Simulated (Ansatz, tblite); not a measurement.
# Sn(NMeEt)H3 (C₃H₁₁NSn): removing and adding an electron

An exercise on one series of results from a longer session: the logs are not shown, and one member is left open.

Computed with Ansatz 0.2.0, Gaussian basis. Level: as each input shows.

The runs, in order: charge +1 doublet, at the geometry of the singlet (PBE0-D4/def2-TZVP, PBE-D4/def2-TZVP, r2SCANh-D4/def2-TZVP, CCSD(T)/def2-SVP); charge -1 doublet, at the geometry of the singlet (PBE0-D4/def2-TZVPD, PBE-D4/def2-TZVPD, r2SCANh-D4/def2-TZVPD); the starting singlet's energies come from earlier runs.

2 further runs of the same task are left out: 2 set aside as unsound or not needed.

## The geometry

The singlet was relaxed beforehand with r2SCAN-D4/def2-SVP.

16 atoms, charge 0, spin multiplicity 1.

Atoms are counted from 1 here; the program's logs count them from 0.

Bond lengths: Sn1–N2 2.054 Å, Sn1–H14 1.727 Å, Sn1–H15 1.713 Å, Sn1–H16 1.712 Å, N2–C3 1.447 Å, N2–C4 1.452 Å, C3–H6 1.109 Å, C3–H7 1.113 Å, C3–H8 1.103 Å, C4–C5 1.531 Å, C4–H9 1.111 Å, C4–H10 1.106 Å, C5–H11 1.102 Å, C5–H12 1.104 Å, C5–H13 1.102 Å. Angles: N2–Sn1–H14 114.2°, N2–Sn1–H15 105.1°, N2–Sn1–H16 105.0°, H14–Sn1–H15 109.3°, H14–Sn1–H16 110.2°, H15–Sn1–H16 112.9°, Sn1–N2–C3 118.0°, Sn1–N2–C4 118.6°, C3–N2–C4 114.8°, N2–C3–H6 109.9°, N2–C3–H7 115.4°, N2–C3–H8 110.4°, H6–C3–H7 106.8°, H6–C3–H8 106.9°, H7–C3–H8 107.1°, N2–C4–C5 116.3°, N2–C4–H9 107.9°, N2–C4–H10 108.5° and more.

Sn takes a core potential in the def2 sets. No spin-orbit coupling is included.

Set-up of the first run:

in.yaml

```yaml
crystal:
  periodic: [false, false, false]
  atoms:
    - {symbol: Sn, position_ang: [0.001603, 0.468138, -2.083110]}
    - {symbol: N, position_ang: [-0.418354, 0.585171, -0.075847]}
    - {symbol: C, position_ang: [0.353478, 1.510531, 0.726058]}
    - {symbol: C, position_ang: [-0.837226, -0.619200, 0.618777]}
    - {symbol: C, position_ang: [0.270312, -1.611070, 0.984714]}
    - {symbol: H, position_ang: [-0.197428, 1.753753, 1.656768]}
    - {symbol: H, position_ang: [1.360576, 1.150782, 1.033823]}
    - {symbol: H, position_ang: [0.500330, 2.459938, 0.183431]}
    - {symbol: H, position_ang: [-1.364980, -0.311993, 1.546484]}
    - {symbol: H, position_ang: [-1.595374, -1.135214, 0.000772]}
    - {symbol: H, position_ang: [-0.140982, -2.483267, 1.519067]}
    - {symbol: H, position_ang: [0.785205, -1.982401, 0.081827]}
    - {symbol: H, position_ang: [1.029910, -1.150944, 1.636955]}
    - {symbol: H, position_ang: [1.560515, -0.180755, -2.444051]}
    - {symbol: H, position_ang: [-0.085167, 2.081672, -2.650621]}
    - {symbol: H, position_ang: [-1.222415, -0.535130, -2.735035]}
basis:
  gaussian: {orbitals: def2-TZVP}
total_charge: 1
magnetization: {spin_polarized: true, initial_magnetization: 1}
hamiltonian: {xc: pbe0, dispersion: d4}
scf: {omitted_lower_state_checks: [starts]}
output: {orbitals: {seedname: orbitals}}
```

The run is started by

```bash
> ansatz run in.yaml --threads 4 --pin off --events-out ev --progress --plain --max-ram 4787MiB
```

Steps of the session up to this table: Charge +1 doublet at the fixed geometry, PBE0-D4/def2-TZVP; Charge +1 doublet at the fixed geometry, PBE-D4/def2-TZVP; Charge +1 doublet at the fixed geometry, r2SCANh-D4/def2-TZVP; Charge +1 doublet at the fixed geometry, CCSD(T)/def2-SVP.

One table of the session follows, with a row left open; its other results are not shown here.

| method | vertical ionisation energy (eV) |
| --- | --- |
| HF/def2-SVP | 6.61 |
| PBE-D4/def2-TZVP | ? |
| r2SCANh-D4/def2-TZVP | 7.62 |
| PBE0-D4/def2-TZVP | 7.72 |
| MP2/def2-SVP | 7.84 |
| CCSD/def2-SVP | 7.58 |
| CCSD(T)/def2-SVP | 7.62 |

Q: Estimate the row for PBE-D4/def2-TZVP from the others.

As computed: vertical ionisation energy (eV): 7.68. In the column «vertical ionisation energy (eV)» it lies between CCSD(T)/def2-SVP (7.62) and PBE0-D4/def2-TZVP (7.72).

Caveats from the session: The yardstick is in a double-zeta basis, so levels in larger sets aren't compared like for like.
